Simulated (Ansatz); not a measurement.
# Tin, omega (AlB2-type) under r²SCAN: structure, energy and stiffness

Aim: take tin in the omega (AlB2-type) structure, relax it, solve it on a dense k-mesh, then scale the cell to 7 volumes from 88 to 112 % of the relaxed one and try a fit of the equation of state. Spin polarisation is left out. The k-meshes are 7×7×10 for the relaxation; 9×9×13 for the dense run; 8×8×11 for the volumes.

Computed with Ansatz 0.2.0 (DFT r2SCAN, plane waves (500 eV) with PAW, scalar-relativistic; PAW files made under PBE, frozen cores solved again for the functional, unless a step says otherwise).

## Step 1: The starting structure

The structure is hexagonal, space group P6/mmm (No. 191). The conventional cell has a = 5.411 Å, b = 5.411 Å, c = 3.317 Å, α = 90.00°, β = 90.00°, γ = 120.00°. Sn (site symmetry 6/mmm) is surrounded by 14 Sn at 3.32 to 3.54 Å. Sn (site symmetry -6m2) is surrounded by 11 Sn at 3.12 to 3.54 Å.

Coordinates:

```cif
data_structure
_symmetry_space_group_name_H-M 'P6/mmm'
_symmetry_Int_Tables_number 191
_cell_length_a 5.4110
_cell_length_b 5.4110
_cell_length_c 3.3169
_cell_angle_alpha 90.000
_cell_angle_beta 90.000
_cell_angle_gamma 120.000
_cell_volume 84.10
loop_
_atom_site_label
_atom_site_type_symbol
_atom_site_symmetry_multiplicity
_atom_site_Wyckoff_symbol
_atom_site_fract_x
_atom_site_fract_y
_atom_site_fract_z
_atom_site_occupancy
Sn1 Sn 1 a 0.00000 0.00000 0.00000 1
Sn2 Sn 2 d 0.33333 0.66667 0.50000 1
```

## Step 2: Geometry optimisation

input.yaml

```yaml
crystal:
  lattice:
    - [5.410984979, 0.0, 0.0]
    - [-2.7054924895, 4.6860504513, 0.0]
    - [0.0, 0.0, 3.3169337921]
  atoms:
    - { symbol: Sn, position: [0.0, 0.0, 0.0] }
    - { symbol: Sn, position: [0.3333333333, 0.6666666667, 0.5] }
    - { symbol: Sn, position: [0.6666666667, 0.3333333333, 0.5] }
hamiltonian:
  xc: r2scan
  pseudopotentials:
    kind: paw
    azcp:
      Sn: "pseudopotentials/Sn.paw.azcp"
basis:
  ecutwfc: 500
  fft_grid_basis: typed
kpoints:
  mp_grid: { grid: [7, 7, 10], shift: [0, 0, 0] }
magnetization:
  spin_polarized: false
scf:
  occupations: { method: fermi_dirac, width: 0.1 }
relax:
  max_steps: 60
  f_tol: 0.01
  cell: {}
```

The run is started by

```bash
ansatz run input.yaml --threads 1 --pin off --max-ram 3584MiB --backend cpu --events-out ev --progress --plain --runs-dir out
```

The runs that follow: The energy on a finer k-mesh; Equation of state: 88 %; Equation of state: 92 %; Equation of state: 96 %; Equation of state: 100 %; Equation of state: 104 %; Equation of state: 108 %; Equation of state: 112 %.

Before running it: what results should come out? Wanted: space group; conventional cell; volume; shortest distance; gap on the mesh; relative to alpha-Sn; V₀, B₀, B₀′.

The runs gave:

| quantity | value |
| --- | --- |
| space group (spins left aside) | P6/mmm (No. 191) |
| conventional cell | a = 5.369 Å, c = 3.259 Å (c/a = 0.607) |
| volume | 27.117 Å³/atom |
| shortest distance | 3.100 Å |
| gap on the mesh | none (levels filled in part) |
| relative to alpha-Sn (diamond) | +233 meV/atom |
| V₀, B₀, B₀′ | 27.350 Å³/atom, 50 GPa, 4.6 |

The relaxation shrank the cell by 3.3 % in volume. Against the reference form of tin (alpha-Sn (diamond), computed apart with the same settings) it stands 233 meV/atom higher, so it is far from stable. Levels at the Fermi energy are filled in part, as in a metal. The fitted modulus is 50 GPa; letting shape and positions relax at each volume could only lower it. Relaxation kept the symmetry; phonons were not checked.
